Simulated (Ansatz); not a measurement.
# C₄H₃F₇: taking an electron away

The task here is to estimate one member of a computed series from the others.

Method: unrestricted cation, the program's frozen cores in correlated methods; program: Ansatz 0.2.0, Gaussian basis.

The runs, in order: UKS PBE-D4/def2-TZVPP; UKS r2SCAN-D4/def2-TZVPP; UKS PBE0-D4/def2-TZVPP; UKS B3LYP-D4/def2-TZVPP; UKS wB97X-V/def2-TZVPP; UKS wB97M-V/def2-TZVPP; UKS B2PLYP/def2-TZVPP; UHF-MP2/def2-TZVPP; UHF-MP2/def2-QZVPP; then −ε(HOMO) from the neutral's earlier runs with LDA (SPW92), PBE-D4, revPBE-D4, BLYP-D4, r2SCAN-D4, B97M-V, PBE0-D4, B3LYP-D4, r2SCANh-D4, r2SCAN0-D4, HSE06-D4, BHLYP-D4, CAM-B3LYP-D4, LC-ωPBE, ωB97X-V, ωB97M-V.

1 further run of the same task is left out (it didn't finish).

### Structure used throughout

An earlier PBE0-D4 in a triple-zeta def2 set relaxation fixed the geometry.

14 atoms, charge 0, spin multiplicity 1.

Atoms are counted from 1 here; the program's logs count them from 0.

Bond lengths: F1–C2 1.350 Å, C2–F3 1.342 Å, C2–C4 1.536 Å, C2–H12 1.092 Å, C4–F5 1.352 Å, C4–F6 1.352 Å, C4–C7 1.516 Å, C7–C8 1.510 Å, C7–H13 1.091 Å, C7–H14 1.090 Å, C8–F9 1.342 Å, C8–F10 1.336 Å, C8–F11 1.333 Å. Angles: F1–C2–F3 108.5°, F1–C2–C4 108.9°, F1–C2–H12 109.4°, F3–C2–C4 109.0°, F3–C2–H12 109.2°, C4–C2–H12 111.8°, C2–C4–F5 107.1°, C2–C4–F6 108.1°, C2–C4–C7 115.9°, F5–C4–F6 107.5°, F5–C4–C7 110.9°, F6–C4–C7 107.1°, C4–C7–C8 116.9°, C4–C7–H13 107.1°, C4–C7–H14 108.5°, C8–C7–H13 107.8°, C8–C7–H14 107.8°, H13–C7–H14 108.5° and more.

Geometry (Å):

```csv
atom,x (Å),y (Å),z (Å)
F1,0.0120,-0.3418,2.2180
C2,0.3999,0.7077,1.4623
F3,0.2823,1.8265,2.1942
C4,-0.5254,0.8100,0.2408
F5,-0.0585,1.8191,-0.5284
F6,-1.7560,1.1653,0.6740
C7,-0.6897,-0.4582,-0.5737
C8,0.5518,-1.0178,-1.2259
F9,1.4928,-1.3424,-0.3252
F10,0.2432,-2.1327,-1.8948
F11,1.1076,-0.1693,-2.0905
H12,1.4443,0.5771,1.1701
H13,-1.4109,-0.2405,-1.3632
H14,-1.1062,-1.2323,0.0711
```

Set-up of the first run:

in.yaml

```yaml
crystal:
  periodic: [false, false, false]
  atoms:
    - {symbol: F, position_ang: [0.011989, -0.341778, 2.217962]}
    - {symbol: C, position_ang: [0.399880, 0.707652, 1.462265]}
    - {symbol: F, position_ang: [0.282289, 1.826487, 2.194243]}
    - {symbol: C, position_ang: [-0.525361, 0.810039, 0.240788]}
    - {symbol: F, position_ang: [-0.058522, 1.819123, -0.528391]}
    - {symbol: F, position_ang: [-1.756012, 1.165296, 0.674004]}
    - {symbol: C, position_ang: [-0.689724, -0.458185, -0.573739]}
    - {symbol: C, position_ang: [0.551837, -1.017765, -1.225869]}
    - {symbol: F, position_ang: [1.492762, -1.342361, -0.325168]}
    - {symbol: F, position_ang: [0.243240, -2.132722, -1.894783]}
    - {symbol: F, position_ang: [1.107608, -0.169263, -2.090493]}
    - {symbol: H, position_ang: [1.444339, 0.577123, 1.170078]}
    - {symbol: H, position_ang: [-1.410910, -0.240522, -1.363183]}
    - {symbol: H, position_ang: [-1.106214, -1.232323, 0.071088]}
basis:
  gaussian: {orbitals: def2-TZVPP}
total_charge: 1
magnetization: {spin_polarized: true, initial_magnetization: 1}
hamiltonian: {xc: pbe, dispersion: d4}
```

Command:

```console
> ansatz run in.yaml --threads 4 --pin off --events-out ev --progress --plain --max-ram 66560MiB --backend cuda --devices 0, --max-vram 37GiB
```

Among the steps run: Cation, UKS PBE-D4/def2-TZVPP; Cation, UKS r2SCAN-D4/def2-TZVPP; Cation, UKS PBE0-D4/def2-TZVPP; Cation, UKS B3LYP-D4/def2-TZVPP; Cation, UKS wB97X-V/def2-TZVPP; Cation, UKS wB97M-V/def2-TZVPP; Cation, UKS B2PLYP (frozen core)/def2-TZVPP; Cation, UHF-MP2/def2-TZVPP; Cation, UHF-MP2/def2-QZVPP.

One table of the session follows, with a row left open; its other results are not shown here.

Orbital estimates, from the neutral's runs:

```
  functional  −ε(HOMO) (eV)
 LDA (SPW92)           8.43
      PBE-D4              ?
   revPBE-D4           8.12
     BLYP-D4           8.21
   r2SCAN-D4           8.63
      B97M-V           8.81
     PBE0-D4          10.03
    B3LYP-D4           9.84
  r2SCANh-D4           9.30
  r2SCAN0-D4          10.31
    HSE06-D4           9.62
    BHLYP-D4          11.86
CAM-B3LYP-D4          11.62
     LC-ωPBE          12.84
     ωB97X-V          12.53
     ωB97M-V          12.44
```

Estimate the missing values for PBE-D4.

As computed: −ε(HOMO) (eV): 8.22. In the column «−ε(HOMO) (eV)» it lies between BLYP-D4 (8.21) and LDA (SPW92) (8.43).
